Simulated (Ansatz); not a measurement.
**CH₃FOZn: a ladder of functionals and wavefunction methods**

How much do the methods differ for CH₃FOZn? The plan is to run it at one geometry with functionals of several rungs and with coupled cluster. The yardstick is the atomisation energy at the CCSD(T) limit.

Method: functionals in def2-TZVPP, the program's frozen cores in correlated methods; program: Ansatz 0.2.0, Gaussian basis.

Levels to be run: PBE-D4, r2SCAN-D4, PBE0-D4, B3LYP-D4, ωB97X-V, ωB97M-V, B2PLYP; CCSD(T)/def2-TZVPP; MP2/def2-QZVPP; extrapolation to the limit.

## 1. The geometry

An earlier PBE0-D4 in a triple-zeta def2 set relaxation fixed the geometry.

7 atoms, charge 0, spin multiplicity 1.

Atoms are counted from 1 here; the program's logs count them from 0.

Bond lengths: O1–C2 1.419 Å, O1–H5 0.959 Å, C2–Zn3 1.953 Å, C2–H6 1.096 Å, C2–H7 1.092 Å, Zn3–F4 1.757 Å. Angles: C2–O1–H5 108.9°, O1–C2–Zn3 114.0°, O1–C2–H6 111.8°, O1–C2–H7 106.2°, Zn3–C2–H6 110.8°, Zn3–C2–H7 107.2°, H6–C2–H7 106.4°, C2–Zn3–F4 178.7°.

## 2. PBE-D4 (GGA)

Contents of in.yaml:

```yaml
crystal:
  periodic: [false, false, false]
  atoms:
    - {symbol: O, position_ang: [0.044222, 1.090142, -1.071850]}
    - {symbol: C, position_ang: [0.478736, 0.403968, 0.092268]}
    - {symbol: Zn, position_ang: [-0.376629, -1.332083, 0.355188]}
    - {symbol: F, position_ang: [-1.167730, -2.887438, 0.558698]}
    - {symbol: H, position_ang: [-0.847439, 1.412582, -0.927665]}
    - {symbol: H, position_ang: [0.383313, 1.024598, 0.990839]}
    - {symbol: H, position_ang: [1.546726, 0.220131, -0.043179]}
basis:
  gaussian: {orbitals: def2-TZVPP}
hamiltonian: {xc: pbe, dispersion: d4}
output: {forces: true, orbitals: {seedname: orbitals}}
```

Run with:

```bash
> ansatz run in.yaml --threads 4 --pin off --events-out ev --progress --plain --max-ram 10444MiB
```

Further steps of the session: r2SCAN-D4 (meta-GGA); PBE0-D4 (hybrid); B3LYP-D4 (hybrid); ωB97X-V (range-separated); ωB97M-V (range-separated); B2PLYP (double hybrid); CCSD(T) in def2-TZVPP; MP2 in def2-QZVPP.

Before running them: what should the planned runs give, taken together? Wanted: atomisation energy, CCSD(T)/CBS; farthest; mean size of error, hybrid; mean size of error, range-separated; gap, smallest and largest; T1 diagnostic; triples share of the correlation energy.

**Answer**, as computed:

| quantity | value |
| --- | --- |
| atomisation energy, CCSD(T)/CBS | 2278.1 kJ/mol |
| functionals within 11.4 kJ/mol (0.5 %) | ωB97X-V, ωB97M-V |
| farthest | PBE-D4 (+58.1 kJ/mol) |
| mean size of error, hybrid | 23.7 kJ/mol |
| mean size of error, range-separated | 4.2 kJ/mol |
| gap, smallest and largest | 4.47 eV (PBE-D4), 10.78 eV (ωB97X-V) |
| T1 diagnostic | 0.0157 |
| triples share of the correlation energy | 3.2 % |

In words: PBE-D4 misses by +58.1 kJ/mol. Double hybrids carry the basis error of their MP2 part in triple zeta, and no dispersion term here, so their miss is partly the set-up's. The reference freezes the cores and leaves out relativity and excitations past (T), so misses under about 11.4 kJ/mol can't be ranked. Hartree-Fock recovers 68 % of the binding; the rest is correlation. Orbital gaps span 4.5 to 10.8 eV; exact exchange widens them. For Zn the d shell is correlated and the shells below it are frozen.
